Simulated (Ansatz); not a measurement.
# Ti3GePt: the cost of one run

Computed with Ansatz 0.2.0 (DFT PBE, scalar-relativistic, plane waves, PAW, unless a step's input says otherwise).

2 further runs of the same task are left out: 1 that didn't finish, 1 set aside as unsound or not needed.

## Step 1: Starting point

The structure is cubic, space group Pm-3m (No. 221). The conventional cell has a = 4.238 Å, b = 4.238 Å, c = 4.238 Å, α = 90.00°, β = 90.00°, γ = 90.00°. Around Ti (site symmetry 4/mmm) lie 2 Ge at 2.12 Å. Ge (site symmetry m-3m) is surrounded by 6 Ti at 2.12 Å. Around Pt (site symmetry m-3m) lie 12 Ti at 3.00 Å.

Coordinates:

```cif
data_structure
_symmetry_space_group_name_H-M 'P 1'
_symmetry_Int_Tables_number 1
_cell_length_a 4.2380
_cell_length_b 4.2380
_cell_length_c 4.2380
_cell_angle_alpha 90.000
_cell_angle_beta 90.000
_cell_angle_gamma 90.000
_cell_volume 76.12
loop_
_atom_site_label
_atom_site_type_symbol
_atom_site_fract_x
_atom_site_fract_y
_atom_site_fract_z
_atom_site_occupancy
Ti1 Ti 0.00000 0.50000 0.50000 1
Ti2 Ti 0.50000 0.00000 0.50000 1
Ti3 Ti 0.50000 0.50000 0.00000 1
Ge1 Ge 0.50000 0.50000 0.50000 1
Pt1 Pt 0.00000 0.00000 0.00000 1
```

Recipe of the guess: species swapped into a database cell of TmBRh3 (Pm-3m, No. 221), with Pt on the Tm sites, Ge on the B sites and Ti on the Rh sites. Lengths come from tabulated atomic sizes and are only a guess.

## Step 2: Probe: one point on a coarse mesh

Input file input.yaml:

```yaml
crystal:
  lattice:
    - [4.23802586, 0.0, 0.0]
    - [0.0, 4.23802586, 0.0]
    - [0.0, 0.0, 4.23802586]
  atoms:
    - { symbol: Ti, position: [0.0, 0.5, 0.5] }
    - { symbol: Ti, position: [0.5, 0.0, 0.5] }
    - { symbol: Ti, position: [0.5, 0.5, 0.0] }
    - { symbol: Ge, position: [0.5, 0.5, 0.5] }
    - { symbol: Pt, position: [0.0, 0.0, 0.0] }
basis:
  ecutwfc: 420
kpoints:
  mp_grid: { grid: [4, 4, 4] }
hamiltonian:
  xc: pbe
scf:
  occupations: { method: gaussian, width: 0.1 }
  lower_state_search: "off"
output:
  forces: true
  stress: true
  eigenvalues: true
```

Command:

```
$ ansatz run input.yaml --threads 1 --pin off --max-ram 2560MiB --backend cpu --events-out ev --progress --plain --runs-dir out
```

What time and memory should one allow on 1 thread of Intel Xeon Platinum 8488C (Sapphire Rapids), shared host?

About 1.3 s, with a peak of 0.42 GiB.
